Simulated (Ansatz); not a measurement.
# CH5FSiZn: small, medium and large basis sets

One table from this session's results is given with a row withheld; the runs are named, their logs left out.

Program: Ansatz 0.2.0, Gaussian basis. Level of theory: one geometry, several basis sets. These are calculated values, not measurements.

The runs, in order: PBE0-D4/def2-SVP; ωB97M-V/def2-SVP; PBE0-D4/def2-QZVPP; ωB97M-V/def2-QZVPP; the functionals' def2-TZVPP values are taken from earlier runs.

### Structure used throughout

An earlier PBE0-D4 in a triple-zeta def2 set relaxation fixed the geometry.

SMILES `C[SiH2][Zn][F]`, 9 atoms, charge 0, spin multiplicity 1.

Atoms are counted from 1 here; the program's logs count them from 0.

Bond lengths: C1–Si2 1.880 Å, C1–H5 1.092 Å, C1–H6 1.092 Å, C1–H7 1.092 Å, Si2–Zn3 2.342 Å, Si2–H8 1.491 Å, Si2–H9 1.491 Å, Zn3–F4 1.764 Å. Angles: Si2–C1–H5 111.0°, Si2–C1–H6 110.1°, Si2–C1–H7 111.1°, H5–C1–H6 108.2°, H5–C1–H7 108.1°, H6–C1–H7 108.2°, C1–Si2–Zn3 113.1°, C1–Si2–H8 109.8°, C1–Si2–H9 109.9°, Zn3–Si2–H8 108.5°, Zn3–Si2–H9 108.5°, H8–Si2–H9 106.9°, Si2–Zn3–F4 179.8°.

The first run:

Input file in.yaml:

```yaml
crystal:
  periodic: [false, false, false]
  atoms:
    - {symbol: C, position_ang: [-0.696531, 1.088526, -0.513400]}
    - {symbol: Si, position_ang: [-0.095835, -0.192940, 0.723465]}
    - {symbol: Zn, position_ang: [1.451353, -1.696106, -0.189435]}
    - {symbol: F, position_ang: [2.615794, -2.825234, -0.883572]}
    - {symbol: H, position_ang: [-1.190736, 0.612441, -1.362508]}
    - {symbol: H, position_ang: [-1.411586, 1.763361, -0.037352]}
    - {symbol: H, position_ang: [0.133829, 1.685877, -0.894824]}
    - {symbol: H, position_ang: [-1.254500, -0.968931, 1.250643]}
    - {symbol: H, position_ang: [0.536712, 0.486709, 1.889884]}
basis:
  gaussian: {orbitals: def2-SVP}
hamiltonian: {xc: pbe0, dispersion: d4}
output: {orbitals: {seedname: orbitals}}
```

Command:

```
> ansatz run in.yaml --threads 4 --pin off --events-out ev --progress --plain --max-ram 10444MiB
```

Among the steps run: PBE0-D4 in def2-SVP; ωB97M-V in def2-SVP; PBE0-D4 in def2-QZVPP; ωB97M-V in def2-QZVPP.

One table of the session follows, with a row left open; its other results are not shown here.

It belongs to the step «Functionals by basis». 

| functional | basis | HOMO (eV) |
| --- | --- | --- |
| PBE0-D4 | def2-SVP | -7.89 |
| PBE0-D4 | def2-TZVPP | ? |
| PBE0-D4 | def2-QZVPP | -8.05 |
| ωB97M-V | def2-SVP | -9.93 |
| ωB97M-V | def2-TZVPP | -10.15 |
| ωB97M-V | def2-QZVPP | -10.13 |

Q: Estimate the row for PBE0-D4, def2-TZVPP from the others.

As computed: HOMO (eV): -8.08. In the column «HOMO (eV)» it lies between ωB97M-V, def2-SVP (-9.93) and PBE0-D4, def2-QZVPP (-8.05).
